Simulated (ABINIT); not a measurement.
Runs of ABINIT 10.8.3 (patched build) on GaSb3. It takes space group Fm-3m (No. 225, cubic). Conventional cell: a = 7.461 Å, b = 7.461 Å, c = 7.461 Å, α = 90.00°, β = 90.00°, γ = 90.00°. Sb (site symmetry m-3m) has 8 Sb at 3.23 Å as nearest neighbours. Sb (site symmetry -43m) is surrounded by 4 Sb at 3.23 Å and 4 Ga at 3.23 Å. Around Ga (site symmetry m-3m) lie 8 Sb at 3.23 Å. The cell comes from a database or a generator and needn't be the stable form of this composition.

| level | potentials or basis | cutoff (eV) | fine-grid cutoff | gap on the mesh (eV) | pressure (GPa) |
| --- | --- | --- | --- | --- | --- |
| r2SCAN | JTH PAW PBE v2.0 | 544 | 1088.46 eV | none | - |
| PBEsol | PseudoDojo NC SR PBEsol v0.4.1 standard | 1088 | - | none | -3.5 |
| LDA | JTH PAW LDA v2.0 | 463 | 925.187 eV | none | -4.7 |
| PBE | JTH PAW PBE v2.0 | 463 | 925.187 eV | none | (a) |

Alike in all rows: task band structure; no spin polarisation; cell as given; k mesh 6 × 6 × 6; smearing fermi-dirac 0.05 eV.

Problem. Estimate the missing entries.

Solution. (a) -0.8.

Caveats: the PAW data sets were made with another functional, which shifts forces and pressure a little (some runs).

A k mesh can miss the band edges, and the runs leave out spin-orbit coupling on Ga, Sb.

A gap of «none» marks a metal or a gap under the smearing width.

Not every run made on this cell is shown here.
